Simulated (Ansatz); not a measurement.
# CH4SiZn: small, medium and large basis sets

Aim: see how fast density functionals converge with the basis set for CH4SiZn.

Method: one geometry, several basis sets; program: Ansatz 0.2.0, Gaussian basis.

The runs, in order: PBE0-D4/def2-SVP; ωB97M-V/def2-SVP; PBE0-D4/def2-QZVPP; ωB97M-V/def2-QZVPP; the functionals' def2-TZVPP values are taken from earlier runs.

### Step 1. The geometry

An earlier PBE0-D4 in a triple-zeta def2 set relaxation fixed the geometry.

7 atoms, charge 0, spin multiplicity 1.

Atoms are counted from 1 here; the program's logs count them from 0.

Bond lengths: C1–Si2 1.708 Å, C1–H4 1.084 Å, C1–H5 1.084 Å, Si2–H6 1.480 Å, Si2–H7 1.480 Å. Angles: Si2–C1–H4 122.1°, Si2–C1–H5 121.9°, H4–C1–H5 115.6°, C1–Si2–H6 121.8°, C1–Si2–H7 121.9°, H6–Si2–H7 114.1°.

### Step 2. PBE0-D4 in def2-SVP

in.yaml reads:

```yaml
crystal:
  periodic: [false, false, false]
  atoms:
    - {symbol: C, position_ang: [-0.974669, 0.142961, -0.736201]}
    - {symbol: Si, position_ang: [0.377472, 0.436924, 0.265656]}
    - {symbol: Zn, position_ang: [1.564513, -2.146272, 1.149775]}
    - {symbol: H, position_ang: [-0.875765, -0.017905, -1.803463]}
    - {symbol: H, position_ang: [-1.966585, -0.014574, -0.328509]}
    - {symbol: H, position_ang: [0.228139, 0.766978, 1.700708]}
    - {symbol: H, position_ang: [1.708194, 0.763987, -0.293666]}
basis:
  gaussian: {orbitals: def2-SVP}
hamiltonian: {xc: pbe0, dispersion: d4}
output: {orbitals: {seedname: orbitals}}
```

Started as:

```console
ansatz run in.yaml --threads 2 --pin off --events-out ev --progress --plain --max-ram 4352MiB
```

The log of the run:

```text
Functional definition: PBE0
  name "PBE0"
  cite "Adamo & Barone, J. Chem. Phys. 110, 6158 (1999) doi:10.1063/1.478522"
  cite "Perdew, Burke & Ernzerhof, Phys. Rev. Lett. 77, 3865 (1996) doi:10.1103/PhysRevLett.77.3865"
  parent pbe
  parameter a = 0.25
  parameter kappa = 0.804
  parameter beta = 0.06672455060314922
  exchange = (1 - a)*pbe_x(kappa = kappa, mu = beta*pi^2/3) + a*exact_x
  correlation = pbe_c(beta = beta)
820 factors; integrals over basis functions are off by at most 9.6e-4 eV
mean field evaluation 1: about -57366.7705 eV, gradient 5.5e1 eV
mean field evaluation 2: about -57342.8083 eV, gradient 8.9e1 eV
mean field evaluation 4: about -57375.7238 eV, gradient 5.0e0 eV
mean field evaluation 8: about -57375.8643 eV, gradient 7.2e-1 eV
mean field evaluation 16: about -57375.8661 eV, gradient 2.3e-4 eV
mean field -57375.86607968 eV, -2108.5241876696 hartree, gradient 4.3e-5 eV, S^2 0.000000; 0 other end points of the search recorded, 0 dependent functions left out
reference -57375.86611082 eV, -2108.5241888138 hartree; 27, 27 occupied and 56, 56 virtual orbitals, 820 factors
Total energy: -57376.01454646 eV, -2108.5296437229 hartree
```

Wall time 0.85 s (2 threads of INTEL XEON PLATINUM 8581C at 2.10GHz, shared host).

### Step 3. ωB97M-V in def2-SVP

Changes to in.yaml since step 2:

```diff
@@ -12,3 +12,3 @@
   gaussian: {orbitals: def2-SVP}
-hamiltonian: {xc: pbe0, dispersion: d4}
+hamiltonian: {xc: {name: wB97M-V}}
 output: {orbitals: {seedname: orbitals}}
```

Same command.

The log of the run, cut to the lines that bear on the results:

```text
Functional definition: wB97M-V
  name "wB97M-V"
  cite "Mardirossian & Head-Gordon, J. Chem. Phys. 144, 214110 (2016) doi:10.1063/1.4952647"
  cite "Becke, J. Chem. Phys. 107, 8554 (1997) doi:10.1063/1.475007"
  cite "Vydrov & Van Voorhis, J. Chem. Phys. 133, 244103 (2010) doi:10.1063/1.3521275"
  # Of w^i u^j: cxij and so on, Table III.
[...]
  gx(w, u) = 1 - cx + cx01*u + cx10*w
  gss(w, u) = css00 + css04*u^4 + css10*w + css20*w^2 + css43*w^4*u^3
  gos(w, u) = cos00 + cos10*w + (cos20 + cos21*u)*w^2 + (cos60 + cos61*u)*w^6
[...]
      + integral(e_c_pw_mod_opposite_spin*gos(b97_w_opposite, b97_u_opposite)) + vv10(b, c)
820 factors; integrals over basis functions are off by at most 9.6e-4 eV
226 factors; integrals over basis functions are off by at most 5.7e-5 eV
[...]
mean field -57383.26066500 eV, -2108.7959336677 hartree, gradient 5.6e-5 eV, S^2 0.000000; 0 other end points of the search recorded, 0 dependent functions left out
reference -57383.26071491 eV, -2108.7959355018 hartree; 27, 27 occupied and 56, 56 virtual orbitals, 820 factors
Total energy: -57383.26071491 eV, -2108.7959355018 hartree
```

Run time: 3.1 s. Hardware: 2 threads of INTEL XEON PLATINUM 8581C at 2.10GHz, shared host; peak memory 0.25 GiB.

### Step 4. PBE0-D4 in def2-QZVPP

Changes to in.yaml since step 3:

```diff
@@ -11,4 +11,4 @@
 basis:
-  gaussian: {orbitals: def2-SVP}
-hamiltonian: {xc: {name: wB97M-V}}
+  gaussian: {orbitals: "def2-QZVPP.json"}
+hamiltonian: {xc: pbe0, dispersion: d4}
 output: {orbitals: {seedname: orbitals}}
```

Same command.

The log of the run:

```text
Functional definition: PBE0
  name "PBE0"
  cite "Adamo & Barone, J. Chem. Phys. 110, 6158 (1999) doi:10.1063/1.478522"
  cite "Perdew, Burke & Ernzerhof, Phys. Rev. Lett. 77, 3865 (1996) doi:10.1103/PhysRevLett.77.3865"
  parent pbe
  parameter a = 0.25
  parameter kappa = 0.804
  parameter beta = 0.06672455060314922
  exchange = (1 - a)*pbe_x(kappa = kappa, mu = beta*pi^2/3) + a*exact_x
  correlation = pbe_c(beta = beta)
1466 factors; their error is unknown
mean field evaluation 1: about -57375.1320 eV, gradient 7.0e1 eV
mean field evaluation 2: about -57177.7040 eV, gradient 1.7e2 eV
mean field evaluation 4: about -57387.9315 eV, gradient 1.3e1 eV
mean field evaluation 8: about -57388.3758 eV, gradient 3.9e-1 eV
mean field evaluation 16: about -57388.4720 eV, gradient 7.4e-5 eV
mean field -57388.47201125 eV, -2108.9874471100 hartree, gradient 7.4e-5 eV, S^2 0.000000; 0 other end points of the search recorded, 0 dependent functions left out
reference -57388.47205048 eV, -2108.9874485518 hartree; 27, 27 occupied and 320, 320 virtual orbitals, 1466 factors
Total energy: -57388.62048612 eV, -2108.9929034609 hartree
```

It took 4.5 s on 2 threads of INTEL XEON PLATINUM 8581C at 2.10GHz, shared host; peak memory 0.99 GiB.

### Step 5. ωB97M-V in def2-QZVPP

Changes to in.yaml since step 4:

```diff
@@ -12,3 +12,3 @@
   gaussian: {orbitals: "def2-QZVPP.json"}
-hamiltonian: {xc: pbe0, dispersion: d4}
+hamiltonian: {xc: {name: wB97M-V}}
 output: {orbitals: {seedname: orbitals}}
```

The command is unchanged.

The log of the run, cut to the lines that bear on the results:

```text
Functional definition: wB97M-V
  name "wB97M-V"
  cite "Mardirossian & Head-Gordon, J. Chem. Phys. 144, 214110 (2016) doi:10.1063/1.4952647"
  cite "Becke, J. Chem. Phys. 107, 8554 (1997) doi:10.1063/1.475007"
  cite "Vydrov & Van Voorhis, J. Chem. Phys. 133, 244103 (2010) doi:10.1063/1.3521275"
  # Of w^i u^j: cxij and so on, Table III.
[...]
  gx(w, u) = 1 - cx + cx01*u + cx10*w
  gss(w, u) = css00 + css04*u^4 + css10*w + css20*w^2 + css43*w^4*u^3
  gos(w, u) = cos00 + cos10*w + (cos20 + cos21*u)*w^2 + (cos60 + cos61*u)*w^6
[...]
      + integral(e_c_pw_mod_opposite_spin*gos(b97_w_opposite, b97_u_opposite)) + vv10(b, c)
1395 factors; their error is unknown
295 factors; integrals over basis functions are off by at most 3.3e-5 eV
[...]
mean field -57395.90634688 eV, -2109.2606539051 hartree, gradient 3.2e-5 eV, S^2 0.000000; 0 other end points of the search recorded, 0 dependent functions left out
reference -57395.90641002 eV, -2109.2606562257 hartree; 27, 27 occupied and 320, 320 virtual orbitals, 1395 factors
Total energy: -57395.90641002 eV, -2109.2606562257 hartree
```

Run time: 10 s. Hardware: 2 threads of INTEL XEON PLATINUM 8581C at 2.10GHz, shared host; peak memory 1.2 GiB.

### Step 6. Density functionals: the series

The def2-TZVPP values come from earlier runs at the same geometry.

| functional | basis | functions | energy (eV) | from the largest (eV) | HOMO (eV) | LUMO (eV) |
| --- | --- | --- | --- | --- | --- | --- |
| PBE0-D4 | def2-SVP | 83 | -57376.0145 | 12.606 | -5.65 | -1.55 |
| PBE0-D4 | def2-TZVPP | 193 | -57387.1528 | 1.468 | -5.84 | -1.82 |
| PBE0-D4 | def2-QZVPP | 347 | -57388.6205 | 0.000 | -5.84 | -1.86 |
| ωB97M-V | def2-SVP | 83 | -57383.2607 | 12.646 | -7.56 | 0.25 |
| ωB97M-V | def2-TZVPP | 193 | -57394.4894 | 1.417 | -7.75 | -0.10 |
| ωB97M-V | def2-QZVPP | 347 | -57395.9064 | 0.000 | -7.77 | -0.20 |

### Step 7. Results

| quantity | value |
| --- | --- |
| PBE0-D4: double and triple zeta above quadruple | 12.61, 1.47 eV |
| ωB97M-V: double and triple zeta above quadruple | 12.65, 1.42 eV |

**Reading.** For PBE0-D4 the step from double to triple zeta gains 11.14 eV and the next only 1.47 eV. These are total energies; as a rule much of such shifts cancels in differences, which this series doesn't test.

For PBE0-D4 the largest set took about 5 times as long as the smallest (4.5 s against 0.85 s).
